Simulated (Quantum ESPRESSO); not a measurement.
Crystal: MnPt2.

```xyz
3
Lattice="2.8584 0.0000 0.0000 -1.4292 2.4755 0.0000 0.0000 0.0000 6.5325" Properties=species:S:1:pos:R:3 pbc="T T T"
Pt    1.4292    0.8252    2.0656
Pt    0.0000    1.6503    4.4669
Mn    0.0000    0.0000    0.0000
```

The cell comes from a database or a generator and needn't be the stable form of this composition.

Base run:

* Program: Quantum ESPRESSO 7.5
* Functional: PBEsol
* Potentials or basis: PseudoDojo 0.4 SR PBEsol stringent
* Cutoff: 1769 eV
* Density cutoff: 7075 eV
* k mesh: 11 × 11 × 4
* Occupations: fermi-dirac, width 0.05 eV
* Spin: collinear spin, ferromagnetic start
* Starting moments: [0.0, 0.0, 4.0] μB

Its results: band gap on the k mesh none (metal or under the smearing width); pressure -9.6 GPa; net moment 4.49 μB per cell; site moments Pt +0.31; Mn +3.70 μB; largest force 0.025 eV/Å.

Question: The run is repeated on the same cell with these changes: potentials or basis from PseudoDojo 0.4 SR PBEsol stringent to PseudoDojo 0.4.1 SR PBEsol standard; cutoff from 1769 eV to 1306 eV; density cutoff from 7075 eV to 5225 eV. What comes out?

Answer: Band gap on the k mesh none (metal or under the smearing width); pressure -8.9 GPa; net moment 4.57 μB per cell; site moments Pt +0.31; Mn +3.76 μB; largest force 0.051 eV/Å.

Not every run made on this cell is shown here.
